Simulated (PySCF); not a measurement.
# CH6B2FN: the cost of one run

Programs: PySCF 2.14.0, with density-fitted response routines of our own. Each step states its level of theory. These are calculated values for one molecule in the gas phase, unless marked as measured. Atoms are numbered from 0 throughout.

### Step 1. Starting geometry

11 atoms, charge 0, multiplicity 1; geometry from: GFN2-xTB. The atoms were then displaced at random by about 0.01 Å, so the start is not that level's minimum.

Bonds of the start (Å): B0–N1 1.34, N1–C2 1.45, C2–B3 1.63, B3–F4 1.30, B0–H5 1.20, B0–H6 1.18, N1–H7 1.01, C2–H8 1.07, C2–H9 1.10, B3–H10 1.13.

### Step 2. Geometry optimisation at PBE0-D3(BJ)/def2-SVP

What the job is given:

```
{"job": {"xc": "PBE0", "basis": "def2-SVP", "d3": "d3bj", "grid": 1, "shake": 0.01, "kind": "geom"}, "charge": 0, "multiplicity": 1}
B     -1.862440     0.276000     0.365960
N     -0.616940    -0.209860     0.485880
C      0.374550    -0.334070    -0.563640
B      1.875040     0.180570    -0.173160
F      2.098120     0.506570     1.064170
H     -2.255900     0.665700    -0.694810
H     -2.557850     0.350330     1.311320
H     -0.241550    -0.493480     1.382280
H      0.021610     0.185610    -1.428030
H      0.479710    -1.393270    -0.843620
H      2.723770     0.240070    -0.922010
```

Run with:

```console
$ OMP_NUM_THREADS=1 python probes_run.py task.json out
```

One launch serves the whole session: the jobs run in the order shown.

Q: Estimate the wall time and peak memory of this first job on 1 thread of AMD EPYC 9R45, shared host.

About 30 s, with a peak of 0.41 GiB.
